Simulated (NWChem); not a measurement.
**C2H6SSi (SMILES C[Si]SC): levels of theory compared**

Aim: a comparison of 3 runs (HF/STO-3G, HF/3-21G, B3LYP/6-31G*) of C2H6SSi. 

Program for the calculation: NWChem 7.3.0.

## 1. The structure to begin with

C2H6SSi has 10 atoms, charge 0, and is taken as a singlet. SMILES: `C[Si]SC`. Geometry: relaxed at PBE0-D4/def2-TZVP. This is one conformer, not always the lowest.

Bond lengths: C1–Si2 1.902 Å, Si2–S3 2.120 Å, S3–C4 1.813 Å, C1–H5 1.096 Å, C1–H6 1.095 Å, C1–H7 1.092 Å, C4–H8 1.089 Å, C4–H9 1.089 Å, C4–H10 1.090 Å. Some angles: C1–Si2–S3 101.6°, Si2–S3–C4 111.5°, Si2–C1–H5 111.4°, Si2–C1–H6 111.6°, Si2–C1–H7 110.2°, S3–C4–H8 110.9°, S3–C4–H9 110.8°, S3–C4–H10 107.2°, H5–C1–H6 107.2°, H5–C1–H7 108.1°.

## 2. Energy and forces at HF/STO-3G (run 1)

The input, calc.nw:

```
start calc
title "C2H6SSi gradient"
memory 2200 mb

geometry noautosym nocenter noautoz
   C    -0.474500    1.498000    0.212000
   Si   -1.532200    0.664600   -1.131800
   S    -0.684600   -1.277500   -1.197000
   C     0.678400   -1.448200   -0.013100
   H    -0.563800    0.976000    1.171000
   H     0.587400    1.503400   -0.056300
   H    -0.795200    2.531900    0.356400
   H     0.331700   -1.277900    1.005200
   H     1.483700   -0.753100   -0.246400
   H     1.052300   -2.468400   -0.097000
end

basis spherical bse
   C library STO-3G
   Si library STO-3G
   S library STO-3G
   H library STO-3G
end

scf
   thresh 1e-08
   maxiter 80
end

task scf gradient
```

On the command line:

```console
$ nwchem calc.nw > calc.out
```

What it wrote:

```text
[...]
  functions       =    34
[...]
  wavefunction    = RHF
[...]
         Total SCF energy =   -757.070356778502
      One-electron energy =  -1454.951068935479
      Two-electron energy =    495.545213838747
 Nuclear repulsion energy =    202.335498318230
        Time for solution =      2.1s
[...]
                         RHF ENERGY GRADIENTS
    atom               coordinates                        gradient
                 x          y          z           x          y          z
   1 C      -0.896675   2.830810   0.400622   -0.002659   0.004593  -0.000790
   2 Si     -2.895438   1.255912  -2.138792   -0.006911   0.007847  -0.002875
   3 S      -1.293706  -2.414125  -2.262002    0.001318  -0.006500  -0.001672
   4 C       1.281990  -2.736701  -0.024755    0.012985  -0.004954   0.009787
   5 H      -1.065428   1.844373   2.212869   -0.001372  -0.007296   0.007646
   6 H       1.110025   2.841014  -0.106392    0.009538  -0.002299  -0.003951
   7 H      -1.502710   4.784597   0.673498   -0.004429   0.008142  -0.000583
   8 H       0.626822  -2.414881   1.899553   -0.006375   0.001439   0.000629
   9 H       2.803786  -1.423153  -0.465628   -0.001035   0.003794  -0.005206
  10 H       1.988559  -4.664600  -0.183303   -0.001060  -0.004766  -0.002985
[...]
```

It took 3.6 s on 1 thread of Intel Xeon Platinum 8559C (Emerald Rapids), shared host; peak memory 0.096 GiB.

## 3. Energy and forces at HF/3-21G (run 2)

The input, a.nw:

```
START a
memory total 2200 mb

GEOMETRY units au noautosym nocenter noautoz
 C     -0.89667505     2.83080973     0.40062194
 Si    -2.89543837     1.25591198    -2.13879203
 S     -1.29370650    -2.41412512    -2.26200217
 C      1.28199020    -2.73670137    -0.02475541
 H     -1.06542759     1.84437270     2.21286929
 H      1.11002513     2.84101426    -0.10639158
 H     -1.50271021     4.78459757     0.67349839
 H      0.62682216    -2.41488101     1.89955270
 H      2.80378665    -1.42315274    -0.46562852
 H      1.98855880    -4.66459997    -0.18330343
END

BASIS spherical bse
 * library 3-21G
END

SCF
 thresh 1e-08
 maxiter 80
END

TASK scf gradient
```

On the command line:

```console
$ nwchem a.nw > a.out
```

What it wrote:

```text
[...]
  functions       =    56
[...]
  wavefunction    = RHF
[...]
         Total SCF energy =   -761.751699675026
      One-electron energy =  -1454.448741578957
      Two-electron energy =    490.361558026213
 Nuclear repulsion energy =    202.335483877718
        Time for solution =      2.4s
[...]
                         RHF ENERGY GRADIENTS
    atom               coordinates                        gradient
                 x          y          z           x          y          z
   1 C      -0.896675   2.830810   0.400622   -0.009501  -0.008732  -0.012674
   2 Si     -2.895438   1.255912  -2.138792    0.024413  -0.028149   0.010337
   3 S      -1.293707  -2.414125  -2.262002    0.007282   0.031084   0.020284
   4 C       1.281990  -2.736701  -0.024755   -0.027935   0.006153  -0.023166
   5 H      -1.065428   1.844373   2.212869   -0.000880  -0.003610   0.003322
   6 H       1.110025   2.841014  -0.106392    0.004342  -0.001244  -0.002164
   7 H      -1.502710   4.784598   0.673498   -0.002049   0.005247   0.000346
   8 H       0.626822  -2.414881   1.899553   -0.003124   0.001624   0.006605
   9 H       2.803787  -1.423153  -0.465629    0.004876   0.005200  -0.002074
  10 H       1.988559  -4.664600  -0.183303    0.002577  -0.007573  -0.000816
[...]
```

It took 3.9 s on 1 thread of Intel Xeon Platinum 8559C (Emerald Rapids), shared host; peak memory 0.096 GiB.

## 4. Energy and forces at B3LYP/6-31G(d) (Cartesian functions) (run 3)

The input, run.py:

```python
from ase import Atoms
from ase.calculators.nwchem import NWChem

atoms = Atoms(['C', 'Si', 'S', 'C', 'H', 'H', 'H', 'H', 'H', 'H'], positions=[
    [-0.474500, 1.498000, 0.212000],
    [-1.532200, 0.664600, -1.131800],
    [-0.684600, -1.277500, -1.197000],
    [0.678400, -1.448200, -0.013100],
    [-0.563800, 0.976000, 1.171000],
    [0.587400, 1.503400, -0.056300],
    [-0.795200, 2.531900, 0.356400],
    [0.331700, -1.277900, 1.005200],
    [1.483700, -0.753100, -0.246400],
    [1.052300, -2.468400, -0.097000],
])

calc = NWChem(
    label='geom',
    theory='dft',
    memory='2200 mb',
    basis='6-31G*',
    dft={'xc': 'b3lyp', 'mult': '1', 'grid': 'xfine', 'convergence': 'energy 1e-08', 'iterations': '100', 'mulliken': None},
)
atoms.calc = calc

forces = atoms.get_forces()
print("Total energy (eV):", round(atoms.get_potential_energy(), 6))
print("forces (eV/A):")
for s, f in zip(atoms.symbols, forces):
    print(f"{s:2s} {f[0]:10.5f} {f[1]:10.5f} {f[2]:10.5f}")
print("dipole (e A):", atoms.get_dipole_moment().round(4))
```

On the command line:

```console
$ export ASE_NWCHEM_COMMAND="nwchem PREFIX.nwi > PREFIX.nwo"
$ python run.py
```

What it wrote:

```text
Total energy (eV): -20884.755753
forces (eV/A):
C     0.08963    0.07374    0.11616
Si   -0.44691    0.29948   -0.28375
S    -0.27130   -0.40927   -0.42876
C     0.29413   -0.09662    0.23299
H     0.01759   -0.00026    0.12994
H     0.12141    0.04751    0.01923
H    -0.00910    0.10650    0.03754
H     0.02263    0.00710    0.12799
H     0.11853    0.05327    0.02437
H     0.06340   -0.08145    0.02427
dipole (e A): [0.4195 0.1101 0.4358]
```

The calculator wrote geom.nwi:

```
title "geom"

permanent_dir geom

scratch_dir geom

start geom

geometry units angstrom nocenter noautosym noautoz
  C  -4.7449999999999998e-01 1.4980000000000000e+00 2.1199999999999999e-01
  Si -1.5322000000000000e+00 6.6459999999999997e-01 -1.1317999999999999e+00
  S  -6.8459999999999999e-01 -1.2775000000000001e+00 -1.1970000000000001e+00
  C  6.7840000000000000e-01 -1.4481999999999999e+00 -1.3100000000000001e-02
  H  -5.6379999999999997e-01 9.7599999999999998e-01 1.1710000000000000e+00
  H  5.8740000000000003e-01 1.5034000000000001e+00 -5.6300000000000003e-02
  H  -7.9520000000000002e-01 2.5318999999999998e+00 3.5639999999999999e-01
  H  3.3169999999999999e-01 -1.2779000000000000e+00 1.0052000000000001e+00
  H  1.4837000000000000e+00 -7.5309999999999999e-01 -2.4640000000000001e-01
  H  1.0523000000000000e+00 -2.4683999999999999e+00 -9.7000000000000003e-02
end

memory 2200 mb

basis noprint
   * library 6-31G*
end

dft
  xc b3lyp
  mult 1
  grid xfine
  convergence energy 1e-08
  iterations 100
  mulliken
end

task dft gradient
```

geom.nwo, shortened:

```text
[...]
         Total DFT energy =     -767.500623971043
[...]
  wavefunction    = closed shell
                         DFT ENERGY GRADIENTS
    atom               coordinates                        gradient
                 x          y          z           x          y          z
   1 C      -0.896675   2.830810   0.400622   -0.001743  -0.001434  -0.002259
   2 Si     -2.895438   1.255912  -2.138792    0.008691  -0.005824   0.005518
   3 S      -1.293706  -2.414125  -2.262002    0.005276   0.007959   0.008338
[... 6 lines of this table left out ...]
  10 H       1.988559  -4.664600  -0.183303   -0.001233   0.001584  -0.000472
[...]
```

It took 47 s on 1 thread of Intel Xeon Platinum 8559C (Emerald Rapids), shared host; peak memory 0.14 GiB.

## 5. All runs side by side

```csv
run,level,Cartesian functions,iteration cap,energy (Eh),dipole moment (D),HOMO energy (eV),LUMO energy (eV),wall time
1,HF/STO-3G,no,80,-757.070357,1.14,-6.01,6.12,3.6 s
2,HF/3-21G,no,80,-761.751700,3.38,-8.84,1.00,3.9 s
3,B3LYP/6-31G* (Cartesian functions),yes,100,-767.500624,2.95,-6.08,-2.01,47 s
```

## 6. What came out

| quantity | value |
| --- | --- |
| run 3: total energy | -767.50062 Eh |
| run 3: dipole moment | 2.95 D |
| run 3: HOMO energy | -6.08 eV |
| run 3: LUMO energy | -2.01 eV |
| run 3: HOMO–LUMO gap | 4.07 eV |
| run 3: largest force on an atom | 0.652 eV/Å |

**Reading.** The dipole moment (its size) runs from 1.14 D (HF/STO-3G) to 3.38 D (HF/3-21G). The HOMO–LUMO gap runs from 4.07 eV (B3LYP/6-31G*) to 12.13 eV (HF/STO-3G). The two ends differ in method and basis. In run 1 the basis is minimal, so the values are rough. All runs together took 54 s, the longest 47 s.
